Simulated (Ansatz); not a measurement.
Crystal: CrN2.

```
CELL_PARAMETERS angstrom
3.90179 0.00000 0.00000
0.00000 4.80951 0.00000
0.00000 0.00000 2.78417
ATOMIC_POSITIONS crystal
Cr 0.00000 0.00000 0.00000
Cr 0.50000 0.50000 0.50000
N 0.86617 0.58878 0.00000
N 0.13383 0.41123 0.00000
N 0.36617 0.91122 0.50000
N 0.63383 0.08878 0.50000
```

The cell comes from a database or a generator and needn't be the stable form of this composition.

Base run:

- Program: Ansatz 0.2.0
- Functional: PBEsol
- Potentials or basis: Ansatz PAW
- Cutoff: 420 eV (not typed: the program's choice for these potentials)
- k mesh: 6 × 5 × 8
- Occupations: fermi-dirac, width 0.05 eV
- Spin: collinear spin, ferromagnetic start
- Starting moments: [0.75, 0.75, 0.0, 0.0, 0.0, 0.0] μB
- Fixed moment: 1.5 μB

Its results: pressure -15.6 GPa; site moments Cr +0.72; N -0.04 μB; largest force 0.043 eV/Å.

Task: The run is repeated on the same cell with these changes: fixed moment from 1.5 μB to 6 μB; moments at the start from [0.75, 0.75, 0.0, 0.0, 0.0, 0.0] to [3.0, 3.0, 0.0, 0.0, 0.0, 0.0]. What comes out?

Result: Pressure -2.4 GPa; site moments Cr +2.23; N +0.05 μB; largest force 0.748 eV/Å.

Caveats: the total moment is fixed, so each spin has its own Fermi level; only a ferromagnetic start was run, and an antiferromagnetic order may lie lower in energy; the PAW data sets come from PBE, with cores solved anew for the run's functional, which leaves a small shift of forces and pressure; the thresholds are loose for stress.
